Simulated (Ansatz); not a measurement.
# Zn (Zn (0001), 3 layers): how the settings move a single-point run

Aim: see which settings change the result for Zn (Zn (0001), 3 layers), by how much, and at what cost.

Method: reference: DFT, LDA, all-electron LAPW, scalar-relativistic, in Ansatz 0.2.0.

### 1 The structure to begin with

The structure is hexagonal, space group P-6m2 (No. 187). Conventional cell: a = 2.575 Å, b = 2.575 Å, c = 15.639 Å, α = 90.00°, β = 90.00°, γ = 120.00°. Around Zn (site symmetry 3m) lie 9 Zn at 2.57 to 2.75 Å. Zn (site symmetry -6m2) has 12 Zn at 2.57 to 2.75 Å as nearest neighbours.

Structure file:

```xyz
3
Lattice="2.5746 0.0000 0.0000 -1.2873 2.2297 0.0000 0.0000 0.0000 15.6391" Properties=species:S:1:pos:R:3 pbc="T T T"
Zn    0.0000    0.0000    5.5000
Zn    0.0000    1.4864    7.8195
Zn    0.0000    0.0000   10.1391
```

### 2 Reference

input.yaml reads:

```yaml
crystal:
  lattice:
    - [2.5745889077, 0.0, 0.0]
    - [-1.2872944539, 2.2296593984, 0.0]
    - [0.0, 0.0, 15.6391]
  atoms:
    - { symbol: Zn, position: [0.0, 0.0, 0.3516827453] }
    - { symbol: Zn, position: [0.3333333333, 0.6666666667, 0.4999999785] }
    - { symbol: Zn, position: [0.0, 0.0, 0.6483172547] }
kpoints:
  mp_grid: { grid: [16, 16, 1] }
scf:
  occupations: { method: fermi_dirac, width: 0.1 }
hamiltonian:
  xc: lda
  pseudopotentials: { kind: all_electron, lapw: { basis_error: 0.001 } }
output:
  forces: true
  stress: true
  eigenvalues: true
efield:
  axis: 3
  amplitude: 0
  dipole_correction: true
```

Launch:

```
> ansatz run input.yaml --threads 1 --pin off --max-ram 3584MiB --backend cpu --events-out ev --progress --plain --runs-dir out
```

### 3 Changed: mp_grid.grid [11, 11, 1]

Changes to input.yaml since step 2:

```diff
@@ -10,3 +10,3 @@
 kpoints:
-  mp_grid: { grid: [16, 16, 1] }
+  mp_grid: { grid: [11, 11, 1] }
 scf:
```

What does the calculation give? Wanted: for each run, ending; energy change; gap; force.

The runs gave:

```tsv
run	ending	energy change	gap (eV)	force (eV/Å)	cycles	time
reference	converged	0	0.00	0.00	8	45 s
1: mp_grid.grid [11, 11, 1]	converged	+7.1 meV/atom	0.00	0.12	8	26 s
```

Residual by cycle in the longest SCF loop of each run; runs are numbered as in the table. The quantity is the density residual dr2, in eV.

```tsv
cycle	reference	run 1
1	0.157	0.151
2	0.0177	0.00616
3	0.0182	0.0215
4	4.7e-4	6.6e-4
5	6.5e-5	3.2e-5
6	1.9e-5	1.0e-5
7	7.0e-7	6.7e-7
8	1.4e-8	3.9e-8
```

Changing the k-point mesh moves the energy by +7.1 meV/atom, and the largest force goes from 0.00 to 0.12 eV/Å. The energy is not variational in the mesh, so the sign tells nothing. Cost: 26 s against 45 s.
